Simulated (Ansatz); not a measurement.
**The cluster In7Sb6F3: one molecule under many settings**

Aim: run the cluster In7Sb6F3 under a spread of inputs, and see what each costs and gives.

Program: Ansatz 0.2.0, Gaussian basis. Level of theory: the settings change from run to run. These are calculated values, not measurements.

1 further run of the same task is left out (set aside as unsound or not needed).

### Step 1. The geometry

The geometry comes from an earlier relaxation with PBE-D4/def2-SVP; it is a stationary point, not always the lowest conformer. Sb, In take a core potential in def2 sets; no spin-orbit term is included.

16 atoms, charge 0, spin multiplicity 1.

Atoms are counted from 1 here; the program's logs count them from 0.

Bond lengths: Sb1–Sb5 2.735 Å, Sb1–In7 2.873 Å, Sb1–F14 2.165 Å, Sb2–Sb3 2.910 Å, Sb2–In7 3.086 Å, Sb2–In10 2.902 Å, Sb3–In7 2.826 Å, Sb3–In9 3.140 Å, Sb4–Sb6 2.770 Å, Sb4–In11 2.905 Å, Sb4–In12 3.101 Å, Sb5–In11 2.776 Å, Sb6–In8 3.208 Å, Sb6–In10 2.875 Å, In7–In8 3.201 Å, In7–F15 2.297 Å, In8–In11 3.045 Å, In9–In10 3.251 Å and more. Angles: Sb5–Sb1–In7 104.6°, Sb5–Sb1–F14 107.2°, In7–Sb1–F14 83.6°, Sb3–Sb2–In7 56.1°, Sb3–Sb2–In10 105.6°, In7–Sb2–In10 94.6°, Sb2–Sb3–In7 65.1°, Sb2–Sb3–In9 69.4°, In7–Sb3–In9 109.9°, Sb6–Sb4–In11 103.5°, Sb6–Sb4–In12 76.3°, In11–Sb4–In12 110.7°, Sb1–Sb5–In11 86.4°, Sb4–Sb6–In8 82.3°, Sb4–Sb6–In10 99.2°, In8–Sb6–In10 70.4°, Sb1–In7–Sb2 125.4°, Sb1–In7–Sb3 150.5° and more.

Coordinates:

```tsv
atom	x (Å)	y (Å)	z (Å)
Sb1	-3.4508	2.1033	0.8216
Sb2	-0.9332	-2.4915	1.5957
Sb3	-2.1631	-2.9347	-1.0043
Sb4	2.9164	2.1970	-0.0939
Sb5	-2.2138	4.1879	-0.4456
Sb6	3.0552	0.5570	2.1346
In7	-2.1063	-0.2392	-0.1585
In8	-0.1305	0.9270	2.0734
In9	0.7362	-4.1380	-0.9370
In10	1.8314	-1.8038	1.0425
In11	0.0633	2.5995	-0.4633
In12	3.7970	-0.5423	-1.2507
In13	-0.0642	-1.1447	-3.0195
F14	-2.3304	1.6961	2.6290
F15	-0.5559	0.6448	-1.6046
F16	1.5486	-1.6186	-1.3194
```

### Step 2. PBEsol/def2-SVP

Set apart from the defaults: coordinates scaled by 0.92, density fitting with def2-universal-jkfit, D3(BJ) with three-body dispersion.

in.yaml reads:

```yaml
crystal:
  periodic: [false, false, false]
  atoms:
    - {symbol: Sb, position_ang: [-3.174770, 1.935043, 0.755843]}
    - {symbol: Sb, position_ang: [-0.858538, -2.292149, 1.468045]}
    - {symbol: Sb, position_ang: [-1.990018, -2.699881, -0.923936]}
    - {symbol: Sb, position_ang: [2.683129, 2.021241, -0.086381]}
    - {symbol: Sb, position_ang: [-2.036693, 3.852912, -0.409987]}
    - {symbol: Sb, position_ang: [2.810793, 0.512483, 1.963843]}
    - {symbol: In, position_ang: [-1.937762, -0.220028, -0.145790]}
    - {symbol: In, position_ang: [-0.120054, 0.852854, 1.907507]}
    - {symbol: In, position_ang: [0.677326, -3.806915, -0.862025]}
    - {symbol: In, position_ang: [1.684848, -1.659473, 0.959102]}
    - {symbol: In, position_ang: [0.058266, 2.391584, -0.426248]}
    - {symbol: In, position_ang: [3.493247, -0.498955, -1.150630]}
    - {symbol: In, position_ang: [-0.059105, -1.053154, -2.777905]}
    - {symbol: F, position_ang: [-2.143935, 1.560381, 2.418638]}
    - {symbol: F, position_ang: [-0.511422, 0.593208, -1.476255]}
    - {symbol: F, position_ang: [1.424699, -1.489142, -1.213838]}
basis:
  gaussian: {orbitals: def2-SVP, fitting: {mean_field: def2-universal-jkfit}}
hamiltonian: {xc: {name: PBEsol}, dispersion: d3bjatm}
scf: {omitted_lower_state_checks: [starts]}
output: {forces: true}
```

The run is started by

```console
ansatz run in.yaml --threads 2 --pin off --events-out ev --progress --plain --max-ram 32768MiB --backend cuda --devices 0, --max-vram 18GiB
```

Log:

```text
Functional definition: PBEsol
  name "PBEsol"
  cite "Perdew et al., Phys. Rev. Lett. 100, 136406 (2008) doi:10.1103/PhysRevLett.100.136406"
  cite "Perdew, Burke & Ernzerhof, Phys. Rev. Lett. 77, 3865 (1996) doi:10.1103/PhysRevLett.77.3865"
  parent pbesol
  exchange = pbesol_x
  correlation = pbesol_c
these checks for a lower state are left out or cut short: starts
3065 factors; integrals over basis functions are off by at most 8.3e-2 eV
mean field evaluation 1: about -83480.3709 eV, gradient 6.1e1 eV
mean field evaluation 2: about -83392.8974 eV, gradient 2.0e2 eV
mean field evaluation 4: about -83486.1836 eV, gradient 2.3e1 eV
mean field evaluation 8: about -83488.2123 eV, gradient 1.9e0 eV
mean field evaluation 16: about -83488.2234 eV, gradient 7.0e-3 eV
mean field -83488.22340227 eV, -3068.1356196832 hartree, gradient 4.0e-5 eV, S^2 0.000000; 0 other end points of the search recorded, 0 dependent functions left out
the calculation of the forces begins
reference -83488.22345659 eV, -3068.1356216793 hartree; 156, 156 occupied and 224, 224 virtual orbitals, 3065 factors
Total energy: -83489.51099327 eV, -3068.1829377797 hartree
Atom 0 at    -3.174770     1.935043     0.755843 Å, force    -3.419853    -0.509932    -0.281123 eV/Å
Atom 1 at    -0.858538    -2.292149     1.468045 Å, force    -0.409147    -0.781086     2.347578 eV/Å
Atom 2 at    -1.990018    -2.699881    -0.923936 Å, force    -1.540700    -1.862214    -1.828483 eV/Å
Atom 3 at     2.683129     2.021241    -0.086381 Å, force     0.989226     2.003880    -1.679276 eV/Å
Atom 4 at    -2.036693     3.852912    -0.409987 Å, force    -0.232478     3.236615    -1.296530 eV/Å
Atom 5 at     2.810793     0.512483     1.963843 Å, force     1.269466    -0.396226     2.829507 eV/Å
Atom 6 at    -1.937762    -0.220028    -0.145790 Å, force    -1.074894     0.292947     0.340547 eV/Å
Atom 7 at    -0.120054     0.852854     1.907507 Å, force     0.686850    -0.194188     0.679898 eV/Å
Atom 8 at     0.677326    -3.806915    -0.862025 Å, force     0.492370    -0.864775    -0.205025 eV/Å
Atom 9 at     1.684848    -1.659473     0.959102 Å, force     0.921994    -1.059740     0.564767 eV/Å
Atom 10 at     0.058266     2.391584    -0.426248 Å, force     0.782379     0.722113    -0.059745 eV/Å
Atom 11 at     3.493247    -0.498955    -1.150630 Å, force     1.177092    -0.246381    -0.599694 eV/Å
Atom 12 at    -0.059105    -1.053154    -2.777905 Å, force    -0.140404    -0.691573    -2.023506 eV/Å
Atom 13 at    -2.143935     1.560381     2.418638 Å, force     0.201526    -0.017324     2.448471 eV/Å
Atom 14 at    -0.511422     0.593208    -1.476255 Å, force     0.373786     0.412826    -0.885878 eV/Å
Atom 15 at     1.424699    -1.489142    -1.213838 Å, force    -0.077214    -0.044940    -0.351508 eV/Å
Dipole moment:     0.258573    -0.671085    -0.124124 e Å
Checks for a lower state left out: starts
```

Run time: 9.5 s. Hardware: 1 × H100 (card shared with other runs) with 2 threads of AMD EPYC 7R13, shared host; peak host memory 0.94 GiB.

Largest force 3.494 eV/Å, dipole 3.51 D.

### Step 3. wB97M-V/def2-TZVPP

This run has coordinates scaled by 1.25, density fitting with def2-universal-jkfit.

in.yaml reads:

```yaml
crystal:
  periodic: [false, false, false]
  atoms:
    - {symbol: Sb, position_ang: [-4.313547, 2.629135, 1.026960]}
    - {symbol: Sb, position_ang: [-1.166492, -3.114333, 1.994626]}
    - {symbol: Sb, position_ang: [-2.703829, -3.668317, -1.255348]}
    - {symbol: Sb, position_ang: [3.645556, 2.746251, -0.117366]}
    - {symbol: Sb, position_ang: [-2.767246, 5.234935, -0.557047]}
    - {symbol: Sb, position_ang: [3.819012, 0.696309, 2.668265]}
    - {symbol: In, position_ang: [-2.632829, -0.298951, -0.198084]}
    - {symbol: In, position_ang: [-0.163117, 1.158769, 2.591722]}
    - {symbol: In, position_ang: [0.920280, -5.172439, -1.171230]}
    - {symbol: In, position_ang: [2.289195, -2.254718, 1.303128]}
    - {symbol: In, position_ang: [0.079166, 3.249434, -0.579141]}
    - {symbol: In, position_ang: [4.746260, -0.677928, -1.563356]}
    - {symbol: In, position_ang: [-0.080305, -1.430916, -3.774328]}
    - {symbol: F, position_ang: [-2.912955, 2.120083, 3.286192]}
    - {symbol: F, position_ang: [-0.694867, 0.805990, -2.005781]}
    - {symbol: F, position_ang: [1.935733, -2.023291, -1.649237]}
basis:
  gaussian: {orbitals: def2-TZVPP, fitting: {mean_field: def2-universal-jkfit}}
hamiltonian: {xc: {name: wB97M-V}}
scf: {omitted_lower_state_checks: [starts]}
output: {forces: true}
```

Launched as before.

Log:

```text
Functional definition: wB97M-V
  name "wB97M-V"
  cite "Mardirossian & Head-Gordon, J. Chem. Phys. 144, 214110 (2016) doi:10.1063/1.4952647"
  cite "Becke, J. Chem. Phys. 107, 8554 (1997) doi:10.1063/1.475007"
  cite "Vydrov & Van Voorhis, J. Chem. Phys. 133, 244103 (2010) doi:10.1063/1.3521275"
  # Of w^i u^j: cxij and so on, Table III.
  parameter omega = 0.3/bohr
  parameter cx = 0.15
  parameter cx01 = 1.007
  parameter cx10 = 0.259
  parameter css00 = 0.443
  parameter css04 = -1.437
  parameter css10 = -4.535
  parameter css20 = -3.390
  parameter css43 = 4.278
  parameter cos00 = 1.000
  parameter cos10 = 1.358
  parameter cos20 = 2.924
  parameter cos21 = -8.812
  parameter cos60 = -1.390
  parameter cos61 = 9.142
  parameter b = 6.0
  parameter c = 0.01
  gx(w, u) = 1 - cx + cx01*u + cx10*w
  gss(w, u) = css00 + css04*u^4 + css10*w + css20*w^2 + css43*w^4*u^3
  gos(w, u) = cos00 + cos10*w + (cos20 + cos21*u)*w^2 + (cos60 + cos61*u)*w^6
  exchange = spin_sum(e_x_unif_sr(omega)*gx(b97_w, b97_u_x)) + cx*exact_x_sr(omega) + exact_x_lr(omega)
  correlation = spin_sum(e_c_pw_mod_same_spin*gss(b97_w, b97_u_same))
      + integral(e_c_pw_mod_opposite_spin*gos(b97_w_opposite, b97_u_opposite)) + vv10(b, c)
these checks for a lower state are left out or cut short: starts
3065 factors; integrals over basis functions are off by at most 1.6e0 eV
3065 factors; integrals over basis functions are off by at most 4.1e-6 eV
mean field evaluation 1: about -83566.0706 eV, gradient 8.1e1 eV
mean field evaluation 2: about -83432.1811 eV, gradient 2.5e2 eV
mean field evaluation 4: about -83579.6169 eV, gradient 1.6e1 eV
mean field evaluation 8: about -83580.8082 eV, gradient 1.4e0 eV
mean field evaluation 16: about -83580.9285 eV, gradient 1.5e-1 eV
mean field evaluation 32: about -83580.9475 eV, gradient 1.1e-5 eV
mean field -83580.94754042 eV, -3071.5431689095 hartree, gradient 1.1e-5 eV, S^2 0.000000; 0 other end points of the search recorded, 0 dependent functions left out
the calculation of the forces begins
reference -83580.94764065 eV, -3071.5431725928 hartree; 156, 156 occupied and 587, 587 virtual orbitals, 3065 factors
Total energy: -83580.94764065 eV, -3071.5431725928 hartree
Atom 0 at    -4.313547     2.629135     1.026960 Å, force     2.820003     0.216028     0.342660 eV/Å
Atom 1 at    -1.166492    -3.114333     1.994626 Å, force     0.753689     0.347235    -1.929054 eV/Å
Atom 2 at    -2.703829    -3.668317    -1.255348 Å, force     1.432013     1.499894     1.476370 eV/Å
Atom 3 at     3.645556     2.746251    -0.117366 Å, force    -0.911781    -1.816033     1.374617 eV/Å
Atom 4 at    -2.767246     5.234935    -0.557047 Å, force     0.259610    -2.588500     1.048567 eV/Å
Atom 5 at     3.819012     0.696309     2.668265 Å, force    -0.850674     0.338410    -2.327659 eV/Å
Atom 6 at    -2.632829    -0.298951    -0.198084 Å, force     0.249459    -0.398872    -0.569779 eV/Å
Atom 7 at    -0.163117     1.158769     2.591722 Å, force    -0.466559     0.048723     0.022959 eV/Å
Atom 8 at     0.920280    -5.172439    -1.171230 Å, force    -0.727171     1.157326     0.334778 eV/Å
Atom 9 at     2.289195    -2.254718     1.303128 Å, force    -0.985448     0.788025    -0.264467 eV/Å
Atom 10 at     0.079166     3.249434    -0.579141 Å, force    -0.343328    -0.076875    -0.318019 eV/Å
Atom 11 at     4.746260    -0.677928    -1.563356 Å, force    -1.042580     0.425817     0.578410 eV/Å
Atom 12 at    -0.080305    -1.430916    -3.774328 Å, force     0.102958     0.521055     1.657525 eV/Å
Atom 13 at    -2.912955     2.120083     3.286192 Å, force    -0.256978     0.134711    -1.950334 eV/Å
Atom 14 at    -0.694867     0.805990    -2.005781 Å, force    -0.227633    -0.375471     0.435739 eV/Å
Atom 15 at     1.935733    -2.023291    -1.649237 Å, force     0.194419    -0.221473     0.087690 eV/Å
Dipole moment:     1.718698    -1.894066    -1.867159 e Å
Checks for a lower state left out: starts
```

It took 52 s on 1 × H100 (card shared with other runs) with 2 threads of AMD EPYC 7R13, shared host; peak host memory 2.5 GiB.

Largest force 2.849 eV/Å, dipole 15.21 D.

### Step 4. RPBE/def2-mTZVP

This run has unrestricted orbitals, density fitting with def2-universal-jkfit, D3(BJ) with three-body dispersion, the search for lower states set to light.

in.yaml reads:

```yaml
crystal:
  periodic: [false, false, false]
  atoms:
    - {symbol: Sb, position_ang: [-3.450837, 2.103308, 0.821568]}
    - {symbol: Sb, position_ang: [-0.933193, -2.491466, 1.595701]}
    - {symbol: Sb, position_ang: [-2.163063, -2.934654, -1.004278]}
    - {symbol: Sb, position_ang: [2.916444, 2.197001, -0.093893]}
    - {symbol: Sb, position_ang: [-2.213797, 4.187948, -0.445638]}
    - {symbol: Sb, position_ang: [3.055209, 0.557047, 2.134612]}
    - {symbol: In, position_ang: [-2.106264, -0.239161, -0.158468]}
    - {symbol: In, position_ang: [-0.130494, 0.927016, 2.073377]}
    - {symbol: In, position_ang: [0.736224, -4.137951, -0.936984]}
    - {symbol: In, position_ang: [1.831356, -1.803775, 1.042502]}
    - {symbol: In, position_ang: [0.063332, 2.599547, -0.463313]}
    - {symbol: In, position_ang: [3.797008, -0.542343, -1.250685]}
    - {symbol: In, position_ang: [-0.064244, -1.144733, -3.019462]}
    - {symbol: F, position_ang: [-2.330364, 1.696066, 2.628954]}
    - {symbol: F, position_ang: [-0.555893, 0.644792, -1.604625]}
    - {symbol: F, position_ang: [1.548586, -1.618633, -1.319389]}
basis:
  gaussian: {orbitals: def2-mTZVP, fitting: {mean_field: def2-universal-jkfit}}
magnetization: {spin_polarized: true, initial_magnetization: 0}
hamiltonian: {xc: {name: RPBE}, dispersion: d3bjatm}
scf: {lower_state_search: light}
output: {forces: true}
```

Launched as before.

Log:

```text
Functional definition: RPBE
  name "RPBE"
  cite "Hammer, Hansen & Nørskov, Phys. Rev. B 59, 7413 (1999) doi:10.1103/PhysRevB.59.7413"
  cite "Perdew, Burke & Ernzerhof, Phys. Rev. Lett. 77, 3865 (1996) doi:10.1103/PhysRevLett.77.3865"
  parameter kappa = 0.804
  parameter beta = 0.06672455060314922
  exchange = rpbe_x(kappa = kappa, mu = beta*pi^2/3)
  correlation = pbe_c(beta = beta)
3065 factors; integrals over basis functions are off by at most 1.6e0 eV
mean field evaluation 1: about -83622.2692 eV, gradient 5.8e1 eV
mean field evaluation 2: about -83081.8796 eV, gradient 3.1e2 eV
mean field evaluation 4: about -83564.9080 eV, gradient 8.6e1 eV
mean field evaluation 8: about -83635.4516 eV, gradient 4.3e-2 eV
mean field evaluation 16: about -83633.4569 eV, gradient 8.2e0 eV
mean field evaluation 32: about -83633.3341 eV, gradient 5.0e0 eV
mean field evaluation 64: about -83634.0778 eV, gradient 1.9e0 eV
mean field -83635.45167201 eV, -3073.5461588013 hartree, gradient 2.3e-5 eV, S^2 0.000000; 4 other end points of the search recorded, 0 dependent functions left out
the calculation of the forces begins
reference -83635.45173887 eV, -3073.5461612580 hartree; 156, 156 occupied and 369, 369 virtual orbitals, 3065 factors
Total energy: -83648.40901045 eV, -3074.0223322058 hartree
Atom 0 at    -3.450837     2.103308     0.821568 Å, force     0.642824    -0.005534    -0.452918 eV/Å
Atom 1 at    -0.933193    -2.491466     1.595701 Å, force     0.059337     0.604460    -0.672707 eV/Å
Atom 2 at    -2.163063    -2.934654    -1.004278 Å, force     0.386429     0.434968     0.486551 eV/Å
Atom 3 at     2.916444     2.197001    -0.093893 Å, force    -0.458463    -0.416890     0.369232 eV/Å
Atom 4 at    -2.213797     4.187948    -0.445638 Å, force     0.090116    -0.566381     0.214702 eV/Å
Atom 5 at     3.055209     0.557047     2.134612 Å, force    -0.561880     0.016917    -0.506821 eV/Å
Atom 6 at    -2.106264    -0.239161    -0.158468 Å, force     0.350433    -0.043753     0.458540 eV/Å
Atom 7 at    -0.130494     0.927016     2.073377 Å, force     0.417957    -0.424388    -0.797813 eV/Å
Atom 8 at     0.736224    -4.137951    -0.936984 Å, force    -0.234119    -0.614830     0.075087 eV/Å
Atom 9 at     1.831356    -1.803775     1.042502 Å, force    -0.497748     0.577937     0.360818 eV/Å
Atom 10 at     0.063332     2.599547    -0.463313 Å, force    -0.177567    -0.259097     0.425940 eV/Å
Atom 11 at     3.797008    -0.542343    -1.250685 Å, force     0.568369     0.428540     0.005798 eV/Å
Atom 12 at    -0.064244    -1.144733    -3.019462 Å, force    -0.272774    -0.126292    -0.379827 eV/Å
Atom 13 at    -2.330364     1.696066     2.628954 Å, force    -0.128393     0.057341     0.241555 eV/Å
Atom 14 at    -0.555893     0.644792    -1.604625 Å, force    -0.013843     0.225569     0.079695 eV/Å
Atom 15 at     1.548586    -1.618633    -1.319389 Å, force    -0.170678     0.111435     0.092168 eV/Å
Dipole moment:     0.549016    -0.845369    -0.488701 e Å
```

It took 54 s on 1 × H100 (card shared with other runs) with 2 threads of AMD EPYC 7R13, shared host; peak host memory 1.6 GiB.

Largest force 0.996 eV/Å, dipole 5.38 D, ⟨S²⟩ 0.000.

### Step 5. wB97X/def2-SVPD

Options: charge -1, multiplicity 2, density fitting with def2-universal-jkfit.

Changes to in.yaml since step 4:

```diff
@@ -20,6 +20,7 @@
 basis:
-  gaussian: {orbitals: def2-mTZVP, fitting: {mean_field: def2-universal-jkfit}}
-magnetization: {spin_polarized: true, initial_magnetization: 0}
-hamiltonian: {xc: {name: RPBE}, dispersion: d3bjatm}
-scf: {lower_state_search: light}
+  gaussian: {orbitals: def2-SVPD, fitting: {mean_field: def2-universal-jkfit}}
+total_charge: -1
+magnetization: {spin_polarized: true, initial_magnetization: 1}
+hamiltonian: {xc: {name: wB97X}}
+scf: {omitted_lower_state_checks: [starts]}
 output: {forces: true}
```

The command is unchanged.

Log:

```text
Functional definition: wB97X
  name "wB97X"
  cite "Chai & Head-Gordon, J. Chem. Phys. 128, 084106 (2008) doi:10.1063/1.2834918"
  cite "Becke, J. Chem. Phys. 107, 8554 (1997) doi:10.1063/1.475007"
  parameter omega = 0.3/bohr
  parameter cx = 0.157706
  parameter cx1 = 0.726479
  parameter cx2 = 1.04760
  parameter cx3 = -5.70635
  parameter cx4 = 13.2794
  parameter css1 = -4.33879
  parameter css2 = 18.2308
  parameter css3 = -31.7430
  parameter css4 = 17.2901
  parameter cos1 = 2.37031
  parameter cos2 = -11.3995
  parameter cos3 = 6.58405
  parameter cos4 = -3.78132
  # The coefficients of nought are those of the uniform gas.
  exchange = spin_sum(e_x_unif_sr(omega)*poly(b97_u_x, 1 - cx, cx1, cx2, cx3, cx4)) + cx*exact_x_sr(omega)
      + exact_x_lr(omega)
  correlation = spin_sum(e_c_pw_same_spin*poly(b97_u_same, 1, css1, css2, css3, css4))
      + integral(e_c_pw_opposite_spin*poly(b97_u_opposite, 1, cos1, cos2, cos3, cos4))
these checks for a lower state are left out or cut short: starts
3065 factors; integrals over basis functions are off by at most 1.5e-1 eV
3065 factors; integrals over basis functions are off by at most 2.7e-5 eV
mean field evaluation 1: about -83609.5035 eV, gradient 3.6e1 eV
mean field evaluation 2: about -83607.4116 eV, gradient 5.0e1 eV
mean field evaluation 4: about -83616.0894 eV, gradient 2.8e0 eV
mean field evaluation 8: about -83616.1032 eV, gradient 4.2e-1 eV
mean field evaluation 16: about -83616.1149 eV, gradient 2.0e-2 eV
mean field evaluation 32: about -83616.1150 eV, gradient 2.3e-4 eV
mean field -83616.11496345 eV, -3072.8355478686 hartree, gradient 2.7e-6 eV, S^2 0.775721; 0 other end points of the search recorded, 0 dependent functions left out
the calculation of the forces begins
reference -83616.11490638 eV, -3072.8355457710 hartree; 157, 156 occupied and 328, 329 virtual orbitals, 3065 factors
Total energy: -83616.11490638 eV, -3072.8355457710 hartree
Atom 0 at    -3.450837     2.103308     0.821568 Å, force     0.264119    -0.129726    -0.025993 eV/Å
Atom 1 at    -0.933193    -2.491466     1.595701 Å, force    -0.156257     0.322807    -0.051236 eV/Å
Atom 2 at    -2.163063    -2.934654    -1.004278 Å, force     0.192264     0.538836    -0.099881 eV/Å
Atom 3 at     2.916444     2.197001    -0.093893 Å, force    -0.200525    -0.069090    -0.248993 eV/Å
Atom 4 at    -2.213797     4.187948    -0.445638 Å, force     0.058351    -0.311048     0.079867 eV/Å
Atom 5 at     3.055209     0.557047     2.134612 Å, force    -0.415648     0.003771     0.109331 eV/Å
Atom 6 at    -2.106264    -0.239161    -0.158468 Å, force    -0.148136    -0.529485    -0.037270 eV/Å
Atom 7 at    -0.130494     0.927016     2.073377 Å, force     0.635828    -0.061467    -0.012060 eV/Å
Atom 8 at     0.736224    -4.137951    -0.936984 Å, force    -0.102680     0.241368     0.250087 eV/Å
Atom 9 at     1.831356    -1.803775     1.042502 Å, force     0.290993    -0.470651     0.019684 eV/Å
Atom 10 at     0.063332     2.599547    -0.463313 Å, force     0.220285     0.060372     0.075013 eV/Å
Atom 11 at     3.797008    -0.542343    -1.250685 Å, force     0.014540     0.239902     0.026420 eV/Å
Atom 12 at    -0.064244    -1.144733    -3.019462 Å, force     0.051757    -0.095506     0.090505 eV/Å
Atom 13 at    -2.330364     1.696066     2.628954 Å, force    -0.360625     0.175527    -0.060348 eV/Å
Atom 14 at    -0.555893     0.644792    -1.604625 Å, force    -0.123401    -0.042047     0.123601 eV/Å
Atom 15 at     1.548586    -1.618633    -1.319389 Å, force    -0.220867     0.126438    -0.238727 eV/Å
Dipole moment:     0.154717    -0.796517    -0.523147 e Å
Checks for a lower state left out: starts
```

It took 74 s on 1 × H100 (card shared with other runs) with 2 threads of AMD EPYC 7R13, shared host; peak host memory 3.5 GiB.

Largest force 0.639 eV/Å, ⟨S²⟩ 0.776.

### Step 6. All runs side by side

```tsv
level	charge	multiplicity	geometry	functions	energy (eV)	time
PBEsol/def2-SVP	0	1	scaled	380	-83489.511	9.5 s
wB97M-V/def2-TZVPP	0	1	scaled	743	-83580.948	52 s
RPBE/def2-mTZVP	0	1	relaxed	525	-83648.409	54 s
wB97X/def2-SVPD	-1	2	relaxed	485	-83616.115	74 s
```

### Step 7. Outcome

| quantity | value |
| --- | --- |
| runs | 4 |
| quickest | PBEsol/def2-SVP, 9.5 s |
| slowest | wB97X/def2-SVPD, 74 s |

The runs differ in state or geometry as well as level, so their energies can't be set against each other. Run time spans a factor of 8, from PBEsol/def2-SVP to wB97X/def2-SVPD. The jobs differ in tasks and options as well as level. At the PBE-D4/def2-SVP geometry and in the same state, runs without warnings or point charges leave forces up to 1.00 eV/Å (RPBE/def2-mTZVP), against 3.5 eV/Å where the atoms were moved.
